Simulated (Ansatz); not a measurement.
AlFe3B, 5 atoms in the cell. It takes space group Pm-3m (No. 221, cubic). The conventional cell has a = 3.822 Å, b = 3.822 Å, c = 3.822 Å, α = 90.00°, β = 90.00°, γ = 90.00°. Around Fe (site symmetry 4/mmm) lie 2 B at 1.91 Å. Around Al (site symmetry m-3m) lie 12 Fe at 2.70 Å. Around B (site symmetry m-3m) lie 6 Fe at 1.91 Å. The cell comes from a database or a generator and needn't be the stable form of this composition.

- Program: Ansatz 0.2.0
- Task: single point
- Functional: PBEsol
- Potentials or basis: Ansatz PAW
- Cutoff: 420 eV (not typed: the program's choice for these potentials)
- k mesh: 7 × 7 × 7
- Occupations: fermi-dirac, width 0.05 eV
- Spin: collinear spin, ferrimagnetic start
- Starting moments: [3.0, -1.5, 3.0, 0.0, 0.0] μB

Potentials or basis: Ansatz PAW.

Launch:

```bash
$ ansatz run input.yaml --threads 2 --pin off --max-ram 5632MiB --backend cpu --events-out ev --progress --plain --runs-dir out
```

Hardware: 2 threads of Intel(R) Xeon(R) 6975P-C (Granite Rapids), on a shared host.

Task: Estimate the wall time of this run.

Result: Run time: 5.4 s on 2 threads of Intel(R) Xeon(R) 6975P-C (Granite Rapids), on a shared host, peak memory 0.51 GiB. Counts: scf iterations 15, plane waves 1045, k points 40, bands 37.
